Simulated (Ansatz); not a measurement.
# HfN (P6_3/mmc): equation of state with a fit in Python

Aim: an equation of state with a fit, for HfN (P6_3/mmc), run from a script.

Computed with the Python package of Ansatz 0.2.0. Level of theory: DFT LDA, plane waves, PAW.

### 1 Starting point

The structure is hexagonal, space group P6_3/mmc (No. 194). Conventional cell: a = 3.134 Å, b = 3.134 Å, c = 5.417 Å, α = 90.00°, β = 90.00°, γ = 120.00°. Hf (site symmetry -6m2) has 6 N at 2.26 Å as nearest neighbours. Around N (site symmetry -3m) lie 6 Hf at 2.26 Å.

No structure file is read: the coordinates are typed or built in the script.

### 2 Script

Input file eos.py:

```python
"""Bulk modulus of HfN from an E(V) curve."""

import warnings

import ansatz as az
import numpy as np
from pymatgen.analysis.eos import EOS

SMEARING = "Methfessel-Paxton"
WIDTH_EV = 0.1
FUNCTIONAL = "lda"
KGRID = (8, 8, 4)

vectors0 = np.array([
    [3.13390802, 0.0, 0.0],
    [-1.56695401, 2.71404396, 0.0],
    [0.0, 0.0, 5.41676772],
])
sites = [
    ("Hf", (2 / 3, 1 / 3, 0.75)),
    ("Hf", (1 / 3, 2 / 3, 0.25)),
    ("N", (0.0, 0.0, 0.0)),
    ("N", (0.0, 0.0, 0.5)),
]


def build(cell):
    crystal = az.Crystal(lattice=az.Lattice.of(cell))
    for symbol, position in sites:
        crystal = crystal.atom(symbol, position)
    return crystal

warnings.simplefilter("ignore", az.DeckWarning)

# scale the volume, keep shape and fractions
volumes, energies = [], []
for scale in np.linspace(0.9, 1.1, 9):
    cell = vectors0 * scale ** (1 / 3)
    base = (
        build(cell).calculation()
        .pseudopotentials("paw")
        .occupations(SMEARING, width=WIDTH_EV)
        .basis(31 * az.Ry)
        .functional(FUNCTIONAL)
        .kpoints(*KGRID)
    )
    data = base.run(threads=1, backend="cpu").report
    volumes.append(abs(np.linalg.det(cell)) / len(sites))
    energies.append(data["free_energy_ev"] / len(sites))
    print(f"V = {volumes[-1]:8.4f} A^3/atom  F = {energies[-1]:.5f} eV/atom")

for form in ["murnaghan", "vinet", "birch_murnaghan"]:
    fit = EOS(eos_name=form).fit(volumes, energies)
    print(f"{form:18s} V0 {fit.v0:8.4f} A^3/atom  B0 {fit.b0_GPa:7.1f} GPa  B1 {fit.b1:5.2f}")
```

### 3 The input behind the calls

The package turns the script's settings into the engine's input (first run):

```yaml
crystal:
  lattice:
    - [3.0257549256404475, 0.0, 0.0]
    - [-1.5128774628202237, 2.6203806327330263, 0.0]
    - [0.0, 0.0, 5.22983173253444]
  atoms:
    - { symbol: Hf, position: [0.6666666666666666, 0.3333333333333333, 0.75] }
    - { symbol: Hf, position: [0.3333333333333333, 0.6666666666666666, 0.25] }
    - { symbol: "N", position: [0.0, 0.0, 0.0] }
    - { symbol: "N", position: [0.0, 0.0, 0.5] }
basis:
  ecutwfc: 421.77648681281397
kpoints:
  mp_grid:
    grid: [8, 8, 4]
hamiltonian:
  xc: lda
  pseudopotentials:
    kind: paw
scf:
  occupations:
    method: methfessel_paxton
    width: 0.1
```

### 4 The run

Run with:

```console
$ python eos.py
```

Output:

```text
V =  10.3663 A^3/atom  F = -7927.22688 eV/atom
V =  10.6543 A^3/atom  F = -7927.26293 eV/atom
V =  10.9423 A^3/atom  F = -7927.28182 eV/atom
V =  11.2302 A^3/atom  F = -7927.28557 eV/atom
V =  11.5182 A^3/atom  F = -7927.27619 eV/atom
V =  11.8061 A^3/atom  F = -7927.25515 eV/atom
V =  12.0941 A^3/atom  F = -7927.22399 eV/atom
V =  12.3820 A^3/atom  F = -7927.18387 eV/atom
V =  12.6700 A^3/atom  F = -7927.13608 eV/atom
murnaghan          V0  11.1623 A^3/atom  B0   292.7 GPa  B1  4.23
vinet              V0  11.1636 A^3/atom  B0   293.6 GPa  B1  4.08
birch_murnaghan    V0  11.1632 A^3/atom  B0   293.4 GPa  B1  4.12
```

Wall time 12 s (1 thread of Intel Xeon 6975P-C (Granite Rapids), shared host); peak memory 0.51 GiB.

### 5 Inputs of later runs

The engine's inputs for some of the other runs:

Run 2, against run 1:

```diff
@@ -3,3 +3,3 @@
-    - [3.0257549256404475, 0.0, 0.0]
-    - [-1.5128774628202237, 2.6203806327330263, 0.0]
-    - [0.0, 0.0, 5.22983173253444]
+    - [3.053515695816663, 0.0, 0.0]
+    - [-1.5267578479083315, 2.6444221649480357, 0.0]
+    - [0.0, 0.0, 5.277814520418835]
```

Run 5, against run 1:

```diff
@@ -3,3 +3,3 @@
-    - [3.0257549256404475, 0.0, 0.0]
-    - [-1.5128774628202237, 2.6203806327330263, 0.0]
-    - [0.0, 0.0, 5.22983173253444]
+    - [3.13390802, 0.0, 0.0]
+    - [-1.56695401, 2.71404396, 0.0]
+    - [0.0, 0.0, 5.41676772]
```

Run 8, against run 1:

```diff
@@ -3,3 +3,3 @@
-    - [3.0257549256404475, 0.0, 0.0]
-    - [-1.5128774628202237, 2.6203806327330263, 0.0]
-    - [0.0, 0.0, 5.22983173253444]
+    - [3.2103747716558515, 0.0, 0.0]
+    - [-1.6051873858279258, 2.780266109516815, 0.0]
+    - [0.0, 0.0, 5.548935808335495]
```

### 6 The runs side by side

One row for each of the 9 runs:

| run | volume (Å³/atom) | energy from run 4 (meV/atom) | SCF cycles | CPU time (s) |
| --- | --- | --- | --- | --- |
| 1 | 10.366 | 58.69 | 8 | 1.4 |
| 2 | 10.654 | 22.64 | 7 | 1 |
| 3 | 10.942 | 3.75 | 7 | 1 |
| 4 | 11.230 | 0.00 | 7 | 1 |
| 5 | 11.518 | 9.38 | 7 | 1 |
| 6 | 11.806 | 30.42 | 7 | 1 |
| 7 | 12.094 | 61.57 | 7 | 1.1 |
| 8 | 12.382 | 101.69 | 7 | 1.1 |
| 9 | 12.670 | 149.49 | 7 | 1.1 |

Energies are free energies F = E - TS of the smeared occupations. 

### 7 Results

| quantity | value |
| --- | --- |
| runs compared | 9 |
| range of energy | 149.49 meV/atom |
| lowest point, volume (Å³/atom) | 11.230 |
| equilibrium volume (fit) | 11.16 Å³/atom |
| bulk modulus (fit) | 293 GPa |

**Reading.** A third-order Birch-Murnaghan fit through the 9 points has its minimum at 11.16 Å³ an atom, 3.1 % below the typed cell, with a bulk modulus of 293 GPa and dB/dP = 4.1. From that minimum the energy rises by 59.1 meV an atom on the compressed side and 149.9 meV on the expanded side. Caveats:
- The run is spin-unpolarised.
- Shape and fractional positions are held along the curve, so the bulk modulus is an upper value where they are free to relax.
- For a metal this k-point mesh is coarse: on a finer one energies can move by several to tens of meV an atom and pressures by half a GPa or more, differences at one mesh by less.
- Spin-orbit coupling, which matters for elements this heavy, is left out.
- This cell is a computed structure, which may not be the phase found in nature.
